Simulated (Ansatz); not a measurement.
HfN, space group P6_3/mmc, a convergence test of the plane-wave cutoff

Program: Ansatz's Python interface.

Contents of `hfn.cif`:
```cif
data_HfN
_cell_length_a 3.133908
_cell_length_b 3.133908
_cell_length_c 5.416768
_cell_angle_alpha 90.00000
_cell_angle_beta 90.00000
_cell_angle_gamma 120.00000
_symmetry_space_group_name_H-M 'P 1'
_symmetry_Int_Tables_number 1
loop_
_symmetry_equiv_pos_as_xyz
'x, y, z'
loop_
_atom_site_label
_atom_site_type_symbol
_atom_site_fract_x
_atom_site_fract_y
_atom_site_fract_z
Hf1 Hf    0.666667    0.333333    0.750000
Hf2 Hf    0.333333    0.666667    0.250000
N3 N    0.000000    0.000000    0.000000
N4 N    0.000000    0.000000    0.500000
```

The cells in order, each with its output:

**Cell 1**
```python
import csv

import ansatz as az
from ase.io import read
```

**Cell 2**
```python
KMESH = (9, 9, 5)
XC = 'PBEsol'
```

**Cell 3**
```python
atoms = read('hfn.cif')
hfn = az.Crystal.from_ase(atoms)
```

**Cell 4**
```python
len(hfn.resolved().sites)
```
Output:
```text
4
```

**Cell 5**
```python
calculation = hfn.calculation()
calculation = calculation.kpoints(*KMESH, center='gamma').functional(XC)
calculation = calculation.occupations(az.OccupationsMethod.COLD)
```

**Cell 6**
```python
rows = []
for value in [300, 375, 450, 525, 600, 675]:
    r = calculation.basis(value).run(threads=1, pin='off').report
    rows.append((value, r['free_energy_ev'] / len(r['lattice']['sites']), r['n_iterations'], r['n_pw']))
```
Output:
```text
DeckWarning: the atoms were moved onto the symmetric positions of the space group found under crystal.symmetry.tolerance 1.0e-5 (fractional; no operation is sought that the atoms, as they stand in a [...]
DeckWarning: basis.ecutwfc = 300 eV is below the records' recommended 420 eV, and the density's cutoff is lower with it unless basis.ecutrho_ratio is high enough to keep the records' density cutoff: compare with a run at a higher cutoff
DeckWarning: basis.ecutwfc = 375 eV is below the records' recommended 420 eV, and the density's cutoff is lower with it unless basis.ecutrho_ratio is high enough to keep the records' density cutoff: compare with a run at a higher cutoff
```

**Cell 7**
```python
with open('ecut.csv', 'w', newline='') as handle:
    writer = csv.writer(handle)
    writer.writerow(['cutoff (eV)', 'F/atom (eV)', 'iterations', 'plane waves'])
    writer.writerows([round(v, 5) if isinstance(v, float) else v for v in row] for row in rows)
```

**Cell 8**
```python
for row in rows[:-1]:
    shift = 1000 * (row[1] - rows[-1][1])
    print(f'{row[0]}: {shift:+.2f} meV/atom' + ('  (within 1 meV)' if abs(shift) < 1 else ''))
```
Output:
```text
300: +188.99 meV/atom
375: +18.49 meV/atom
450: +1.26 meV/atom
525: +0.40 meV/atom  (within 1 meV)
600: +0.16 meV/atom  (within 1 meV)
```

`ecut.csv`, as written:
```csv
cutoff (eV),F/atom (eV),iterations,plane waves
300,-7989.91143,7,549
375,-7990.08193,7,749
450,-7990.09916,7,1015
525,-7990.10002,7,1275
600,-7990.10026,8,1581
675,-7990.10042,8,1823
```

From 525 eV on it stays within 1 meV an atom of the value at 675 eV; the first row (300 eV) is off by 189.0 meV and the last but one by 0.16 meV. The energy falls steadily, as expected when plane waves are added. The last run costs about 3.0 times the first.

What to keep in mind:
- Spin is left out of this run.
- The mesh is modest for a metal, so energies can be off by several to tens of meV an atom and pressures by half a GPa or more; differences at equal mesh fare better.
- Spin-orbit coupling, which matters for elements this heavy, is left out.
- The structure comes from a database of computed cells and needn't be a stable or known phase.
- Warnings are shown shortened and without file and line.
- Shifts are counted from the last row, which is itself no proven limit.
- Hardware and time: 37 s on 1 thread of Intel(R) Xeon(R) Platinum 8259CL CPU @ 2.50GHz (Skylake/Cascade Lake) (shared host), peak memory 0.55 GiB.
